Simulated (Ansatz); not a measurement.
Working through a scan of the Hubbard U of RbCuF₃, space group Pm-3m

Computed with Ansatz 0.2.0, Python API.

Run as a notebook:

In [1]:
```python
import warnings

import ansatz as az
import numpy as np
from pymatgen.core import Lattice, Structure
from pymatgen.io.ase import AseAtomsAdaptor
```

In [2]:
```python
XC = 'r2SCAN'
KMESH = (5, 5, 5)
FILLING = 'fermi_dirac'
WIDTH_EV = 0.05
```

In [3]:
```python
def count_gap(report):
    # lowest empty less highest filled band, counting bands; zero where they overlap
    return max(report.get('gap_by_band_count_ev') or 0.0, 0.0)

warnings.simplefilter('ignore', az.DeckWarning)
```

In [4]:
```python
pmg_structure = Structure(
    Lattice([(4.06999474, 0.0, 0.0), (0.0, 4.06999474, 0.0), (0.0, 0.0, 4.06999474)]),
    ['Rb', 'Cu', 'F', 'F', 'F'],
    [
        (0.5, 0.5, 0.5),
        (0.0, 0.0, 0.0),
        (0.5, 0.0, 0.0),
        (0.0, 0.0, 0.5),
        (0.0, 0.5, 0.0),
    ],
)
cell = az.Crystal.from_ase(AseAtomsAdaptor.get_atoms(pmg_structure))
```

In [5]:
```python
len(cell.resolved().sites)
```
Out [5]:
```text
5
```

In [6]:
```python
calculation = (
    cell.calculation()
    .functional(XC)
    .kpoints(*KMESH)  # the mesh must be finer for metals
    .occupations(FILLING, width=WIDTH_EV)
    .band_table()
)
rows = []
for u in [2.0, 4.0, 6.0, 8.0]:
    data = calculation.hubbard('Cu', 'd', u_eff=u).run().report
    shell = data['hubbard']['n_scf']
    rows.append((u, count_gap(data), sum(shell) / len(shell), data['n_iterations']))
print('      U_eff eV  gap by band count eV  Cu d occupation (projector)      iterations')
for row in rows:
    print(f'{str(row[0]):>14s}  {row[1]:20.3f}  {row[2]:27.4f}  {row[3]:14d}')
print('eigenvalues of the first occupation matrix at the last U, by spin:')
for channel in data['hubbard']['n_eig'][0]:
    print('  ', ' '.join(f'{n:.3f}' for n in channel))
```
```text
      U_eff eV  gap by band count eV  Cu d occupation (projector)      iterations
           2.0                 0.000                       9.3331              10
           4.0                 0.000                       9.3782              10
           6.0                 0.000                       9.4261              10
           8.0                 0.000                       9.4764              10
eigenvalues of the first occupation matrix at the last U, by spin:
   0.871 0.871 0.999 0.999 0.999
```

Caveats:
- The cell holds an odd number of electrons and is run without spin, so a magnetic state may lie lower.
- For a metal this k-point mesh is coarse: on a finer one energies can move by several to tens of meV an atom and pressures by half a GPa or more, differences at one mesh by less.
- A gap by band count of zero or less means overlapping bands, a metal, and at an odd count of electrons it is no gap at all.
- A Hubbard U without spin forces both spins into the same orbitals, which can open a gap or pick a state that a spin-polarised run wouldn't.
- The structure comes from a database of computed cells and needn't be a stable or known phase.
- Gaps and levels are Kohn-Sham values on a finite set of k-points, without spin-orbit coupling.
- Shell occupations and the effect of U depend on the projectors; a run with no .spin step is spin-unpolarised, and each U may end in a state that isn't the lowest.
- The script silences the warnings on its input, which a real study should read.
- Timing: 8.9 s on 1 thread of Intel(R) Xeon(R) 6975P-C (Granite Rapids), with other jobs on the host, peak memory 0.58 GiB.
